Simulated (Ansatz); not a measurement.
Turn this script for Ansatz 0.2.0 through its Python package into the input file that the command-line program reads.

`scin.py`
```python
"""SCF run for ScIn."""

from dataclasses import dataclass
import sys

import ansatz
from ase import Atoms
from ase.io import write
import numpy as np
from pymatgen.core import Structure


@dataclass
class RunConfig:
    mesh: tuple[int, ...] = (7, 7, 5)
    xc: str = "r2scan"
    tolerance: float = 1e-09
    n_empty: int = 4
    smearing: str = "Marzari-Vanderbilt"
    width_ev: float = 0.05


settings = RunConfig()


def main() -> None:
    xtal = (
        ansatz.Lattice.of((3.194944, 0.0, 0.0), (0.0, 3.194944, 0.0), (0.0, 0.0, 4.379735))
        .atom("Sc", (0.0, 0.0, 0.0))
        .atom("In", (0.5, 0.5, 0.5))
    )

    # functional, basis and sampling
    calc = (
        xtal.calculation()
        .kpoints(*settings.mesh, center="gamma")
        .functional(settings.xc)
        .mixing("anderson")
        .scf(tolerance=settings.tolerance, extra_bands=settings.n_empty)
        .accuracy("high")
        .pseudopotentials("nc")
        .occupations(settings.smearing, width=settings.width_ev)
        .band_table()
    )
    try:
        done = calc.run(threads=1)
    except ansatz.NonConvergedError as error:
        sys.exit(f"no convergence: {error}")
    except ansatz.RefusalError as error:
        sys.exit(f"input refused: {error}")
    summary = done.report

    print("%-22s %14.5f eV" % ("F = E - TS", summary["free_energy_ev"]))
    print("%-22s %14.5f eV" % ("E", summary["internal_energy_ev"]))
    print("%-22s %14.5f eV" % ("Harris-Foulkes", summary["harris_foulkes_ev"]))
    print("%-22s %14.5f eV" % ("Fermi level", summary["fermi_energy_ev"]))

    final = Structure(done.lattice.cell_ang, [s.symbol for s in done.lattice.sites], [s.position_frac for s in done.lattice.sites])
    # count neighbours out to a fixed multiple of the shortest distance
    for index, (site, neighbours) in enumerate(zip(final, final.get_all_neighbors(5.5))):
        first = min(n.nn_distance for n in neighbours)
        shell = [n for n in neighbours if n.nn_distance < 1.15 * first]
        mean = sum(n.nn_distance for n in shell) / len(shell)
        print(f"atom {index} {site.specie.symbol}: {len(shell)} neighbours within 1.15 of the shortest distance, mean {mean:.3f} A")

    # the band energy is the weighted sum of filled levels
    eps, occ = np.array(summary["eigenvalues_ev"]), np.array(summary["occupations"])
    wk = np.tile(summary["kweights"], len(eps) // len(summary["kweights"]))
    print(f"sum of w f eps = {wk @ (eps * occ).sum(axis=1):.4f} eV, reported band energy {summary['components']['e_band']:.4f} eV")

    image = Atoms([s.symbol for s in done.lattice.sites], positions=[s.position_ang for s in done.lattice.sites], cell=done.lattice.cell_ang, pbc=True)
    write("final.extxyz", image)

    table = np.array(summary["eigenvalues_ev"]) - summary["fermi_energy_ev"]
    filling = np.array(summary["occupations"])
    weights = np.tile(summary["kweights"], len(table) // len(summary["kweights"]))
    print("band   lowest  highest (eV from E_F)  electrons")
    for band in range(table.shape[1]):
        if table[:, band].max() > -8:
            print(f"{band + 1:4d} {table[:, band].min():8.3f} {table[:, band].max():8.3f} {weights @ filling[:, band]:18.4f}")
    print("electrons counted from the table:", round(float(weights @ filling.sum(axis=1)), 5))


if __name__ == "__main__":
    main()
```

Output of `python scin.py`:
```text
DeckWarning: basis.ecutwfc = 1290 eV, auto-derived from the records' recommended cutoffs: set by Sc (normal level)
F = E - TS                -3221.99295 eV
E                         -3221.99371 eV
Harris-Foulkes            -3221.99295 eV
Fermi level                  11.65139 eV
atom 0 Sc: 12 neighbours within 1.15 of the shortest distance, mean 3.163 A
atom 1 In: 12 neighbours within 1.15 of the shortest distance, mean 3.163 A
sum of w f eps = -169.6716 eV, reported band energy -169.6716 eV
band   lowest  highest (eV from E_F)  electrons
  10   -9.184   -3.290             2.0000
  11   -4.771   -0.522             2.0000
  12   -2.030    0.228             1.8079
  13   -0.251    1.392             0.1921
  14    0.972    2.612             0.0000
  15    1.306    2.925             0.0000
  16    2.229    3.894             0.0000
electrons counted from the table: 24.0
```
(Warnings from the package without file and line.)

`input.yaml`:
```yaml
crystal:
  lattice:
    - [3.194944, 0.0, 0.0]
    - [0.0, 3.194944, 0.0]
    - [0.0, 0.0, 4.379735]
  atoms:
    - { symbol: Sc, position: [0.0, 0.0, 0.0] }
    - { symbol: In, position: [0.5, 0.5, 0.5] }
accuracy: high
kpoints:
  mp_grid: { grid: [7, 7, 5], shift: [0.0, 0.0, 0.0] }
hamiltonian:
  xc: r2scan
  pseudopotentials: { kind: nc }
scf:
  n_extra_bands: 4
  convergence: { dr2_threshold: 1.0e-09 }
  mixing: { algorithm: anderson }
  occupations: { method: cold, width: 0.05 }
output:
  eigenvalues: true
```

Launched from the shell:
```console
$ ansatz run input.yaml --threads 1 --pin off --max-ram 3072MiB --backend cpu --events-out ev --progress --plain --runs-dir out
scf.n_extra_bands = 4 over 12 filled bands (N_el = 24.0): the run solves 16 bands
Engine: ansatz 0.2.0, aarch64-unknown-linux-gnu
Pseudopotentials: kind: nc
Pseudopotential: Sc, nc, valence charge 11, recommended cutoff 1290 eV (normal), Sc.nc.azcp
Pseudopotential: In, nc, valence charge 13, recommended cutoff 1220 eV (normal), In.nc.azcp
Functional definition: r2SCAN
  parameter k0 = 0.174
  parameter k1 = 0.065
  parameter a1 = 4.9479
  exchange = r2scan_x(k0 = k0, k1 = k1, a1 = a1)
  correlation = r2scan_c
Crystal: 2 atoms, lattice volume = 44.707 Å³
Basis set: ecut = 1290 eV, 4757 PW (Γ)
Bands: 16, of which v1, the nominal top of the filled ones, is band 12 counted from 1 (11 counted from 0)
Symmetry: 16 space group operations
Space group: P4/mmm (ITA 123), of the structure as read, at distance tolerance 3.5e-5 Å
k-points: 30 of 245
Non-local potential: Sc, projectors of the file, l = 0: 2, l = 1: 2, l = 2: 2
Non-local potential: In, projectors of the file, l = 0: 3, l = 1: 3, l = 2: 2, l = 3: 1
Initial density: superposition of atomic densities (chi_scale 0.1, normalization cell, long waves kept (reshape's long-wave potential 0.00 eV rms))
Initial wavefunctions: pseudopotential atomic-orbital guess
Functional: x = r2scan, c = r2scan; τ floored in thin density (d = 2e-4 eV/Å³)
SCF iter   1: F=—  HF=-3222.343395 eV  |F-HF|=—  |Δ(HF+E_count)|=         —  Δρ=4.25e-2  dr2=1.54e0  dr2_τ=7.83e-1  ethr=3.10e-3  ⟨swp⟩=8.2  Hψ=3328  notcnv=0
preconditioner: auto → Kerker (q_TF=auto, 2.460 Å⁻¹)  [metal: Δε(μ)=0.006 eV  Ē_g=10.982 eV  σ=0.050 eV  W_gap=0.09  n_scr=14 (ndim 8)  ℏωp=22.2 eV  f_vac=0.000  D(μ)=1.94/eV (n_scr^D=18)]
SCF iter   2: F=—  HF=-3222.070393 eV  |F-HF|=—  |Δ(HF+E_count)|=   2.73e-1  S|Δr|=    0.00e0  Δρ=2.02e-2  dr2=3.59e-1  dr2_τ=3.68e-1  ethr=3.10e-3  ⟨swp⟩=3.9  Hψ=1210  notcnv=0  κ⁻¹=1.0e0(r=1)
SCF iter   3: F=—  HF=-3222.014325 eV  |F-HF|=—  |Δ(HF+E_count)|=   5.61e-2  S|Δr|=    0.00e0  Δρ=1.27e-2  dr2=1.04e-1  dr2_τ=7.26e-2  ethr=1.50e-3  ⟨swp⟩=4.1  Hψ=958  notcnv=0  κ⁻¹=9.9e-2(r=2)
SCF iter   4: F=—  HF=-3221.994940 eV  |F-HF|=—  |Δ(HF+E_count)|=   1.94e-2  S|Δr|=    0.00e0  Δρ=5.76e-3  dr2=1.77e-2  dr2_τ=4.87e-3  ethr=4.33e-4  ⟨swp⟩=4.3  Hψ=1083  notcnv=0  κ⁻¹=1.9e-3(r=3)
SCF iter   5: F=—  HF=-3221.992875 eV  |F-HF|=—  |Δ(HF+E_count)|=   2.07e-3  S|Δr|=    0.00e0  Δρ=1.77e-3  dr2=1.49e-3  dr2_τ=4.55e-4  ethr=7.39e-5  ⟨swp⟩=3.7  Hψ=1163  notcnv=0  κ⁻¹=2.7e-4(r=4)
SCF iter   6: F=—  HF=-3221.992840 eV  |F-HF|=—  |Δ(HF+E_count)|=   3.42e-5  S|Δr|=    0.00e0  Δρ=8.91e-4  dr2=4.80e-4  dr2_τ=3.96e-4  ethr=6.23e-6  ⟨swp⟩=3.0  Hψ=972  notcnv=0  κ⁻¹=1.5e-4(r=5)
SCF iter   7: F=—  HF=-3221.992917 eV  |F-HF|=—  |Δ(HF+E_count)|=   7.61e-5  S|Δr|=    0.00e0  Δρ=4.43e-4  dr2=1.10e-4  dr2_τ=1.04e-4  ethr=2.00e-6  ⟨swp⟩=3.3  Hψ=893  notcnv=0  κ⁻¹=1.2e-5(r=6)
SCF iter   8: F=—  HF=-3221.992935 eV  |F-HF|=—  |Δ(HF+E_count)|=   1.85e-5  S|Δr|=    0.00e0  Δρ=2.05e-4  dr2=2.62e-5  dr2_τ=1.25e-5  ethr=4.59e-7  ⟨swp⟩=3.6  Hψ=929  notcnv=0  κ⁻¹=1.2e-6(r=7)
SCF iter   9: F=—  HF=-3221.992942 eV  |F-HF|=—  |Δ(HF+E_count)|=   7.14e-6  S|Δr|=    0.00e0  Δρ=1.05e-4  dr2=4.19e-6  dr2_τ=5.35e-6  ethr=1.09e-7  ⟨swp⟩=3.5  Hψ=946  notcnv=0  κ⁻¹=1.1e-6(r=7)
SCF iter  10: F=—  HF=-3221.992945 eV  |F-HF|=—  |Δ(HF+E_count)|=   2.98e-6  S|Δr|=    0.00e0  Δρ=4.82e-5  dr2=9.83e-7  dr2_τ=2.29e-7  ethr=1.75e-8  ⟨swp⟩=3.2  Hψ=917  notcnv=0  κ⁻¹=1.2e-6(r=7)
SCF iter  11: F=—  HF=-3221.992947 eV  |F-HF|=—  |Δ(HF+E_count)|=   1.72e-6  S|Δr|=    0.00e0  Δρ=1.83e-5  dr2=1.21e-7  dr2_τ=4.96e-8  ethr=4.10e-9  ⟨swp⟩=3.3  Hψ=908  notcnv=0  κ⁻¹=1.0e-6(r=7)
SCF iter  12: F=—  HF=-3221.992947 eV  |F-HF|=—  |Δ(HF+E_count)|=   1.92e-7  S|Δr|=    0.00e0  Δρ=8.08e-6  dr2=3.07e-8  dr2_τ=4.95e-9  ethr=5.04e-10  ⟨swp⟩=3.8  Hψ=1037  notcnv=0  κ⁻¹=6.5e-6(r=7)
SCF iter  13: F=—  HF=-3221.992947 eV  |F-HF|=—  |Δ(HF+E_count)|=   4.95e-8  S|Δr|=    0.00e0  Δρ=3.23e-6  dr2=4.04e-9  dr2_τ=1.03e-9  ethr=1.28e-10  ⟨swp⟩=3.3  Hψ=888  notcnv=0  κ⁻¹=2.3e-6(r=7)
SCF iter  14: F=—  HF=-3221.992947 eV  |F-HF|=—  |Δ(HF+E_count)|=   1.00e-8  S|Δr|=    0.00e0  Δρ=2.05e-6  dr2=1.37e-9  dr2_τ=3.90e-10  ethr=4.17e-12  ⟨swp⟩=8.4  Hψ=2134  notcnv=0  κ⁻¹=2.5e-6(r=7)
SCF iter  15: F=-3221.992947 eV  HF=-3221.992947 eV  |F-HF|=5.90e-10  |Δ(HF+E_count)|=   5.40e-9  S|Δr|=    0.00e0  Δρ=6.14e-7  dr2=1.54e-10  dr2_τ=4.87e-11  ethr=4.17e-12  ⟨swp⟩=4.8  Hψ=1195  notcnv=0
SCF 1 converged in 15 iterations: F = -3221.992947 eV  dr2 = 1.54e-10
SCF converged after 15 iterations
Stability not checked: this state was not tested for a lower state beside it, because cold or Methfessel-Paxton smearing, or corrected tetrahedra, fill the levels in a way that the test cannot read (fill_not_monotonic; see scf.lower_state_search)
Free energy (F): -3221.992947 eV
Harris-Foulkes:  -3221.992947 eV  (|F-HF|=5.90e-10)
Internal energy: -3221.993713 eV  (E = F + TS)
E sigma→0 (E₀):  -3221.993203 eV
Entropy (-TS):   0.000766 eV (0.383 meV/atom)
Fermi energy:    11.651387 eV
--- Per-component energies (eV) ---
  E_band       = -169.671587
  E_kinetic    = 1726.039056
  E_local      = -2393.862609  (includes V_loc(G=0)·N_el)
  E_nonlocal   = -201.530899
  E_hartree    = 635.857241
  E_xc         = -855.037727
  E_vxc        = -623.665988  (∫ρ·V_xc dr)
  E_vtau       = 51.634273  (kinetic-family band-sum trace: ∫τ·v_τ [+ j·A + Jᵃ·Aᵃ] dr)
  E_ewald      = -2133.458775
  E_smearing   = 0.000766  (= −TS)
  E_closure    = 0.000000  (closes the sum)
  Σ components = -3221.992947   (vs F -3221.992947, Δ=0.00e0)
--- Band table (eV; the first three rows and the last of 30) ---
  k-point 0: bands = ["-40.3514", "-18.0247", "-17.8669", "-17.8669", "-3.5296", "-3.3012", "-3.0846", "-3.0846", "-3.0193", "2.4677", "10.8489", "11.1829", "11.5660", "14.2407", "14.2407", "15.0204"]
  k-point 1: bands = ["-40.3513", "-18.0301", "-17.8670", "-17.8670", "-3.5279", "-3.2863", "-3.0834", "-3.0834", "-3.0189", "2.7926", "8.7878", "11.5682", "12.4822", "13.9479", "13.9479", "15.0152"]
  k-point 2: bands = ["-40.3510", "-18.0389", "-17.8670", "-17.8670", "-3.5252", "-3.2623", "-3.0815", "-3.0815", "-3.0184", "3.5595", "6.8804", "11.5717", "13.0438", "13.5812", "13.5812", "15.0067"]
  k-point 29: bands = ["-40.3018", "-18.0877", "-18.0864", "-17.9745", "-3.3875", "-3.2597", "-3.2560", "-2.9956", "-2.8538", "8.3615", "9.6146", "9.7389", "12.2487", "13.7639", "14.4840", "14.5414"]
```

Caveats:
- These settings explore the input space; cutoff and mesh may be short of convergence.
- No spin polarisation was allowed.
- Such functionals run on norm-conserving files made under PBE, which can move pressures by some GPa.
- Under cold or Methfessel-Paxton smearing the entropy term is a generalised one and can be negative.
- The computed bands are complete only to about 2.2 eV above the Fermi level.
- The mesh is modest for a metal, so energies can be off by several to tens of meV an atom and pressures by half a GPa or more; differences at equal mesh fare better.
- The zero of the levels is a convention of the potentials, so an absolute Fermi energy is no work function.
- The structure comes from a database of computed cells and needn't be a stable or known phase.
- Levels are Kohn-Sham eigenvalues on this mesh, without spin-orbit coupling.
- It ran for 16 s on 1 thread of Arm Neoverse V1, with other jobs on the host, peak memory 0.53 GiB.

(Lines on the test bed's own set-up are left out of the output.)
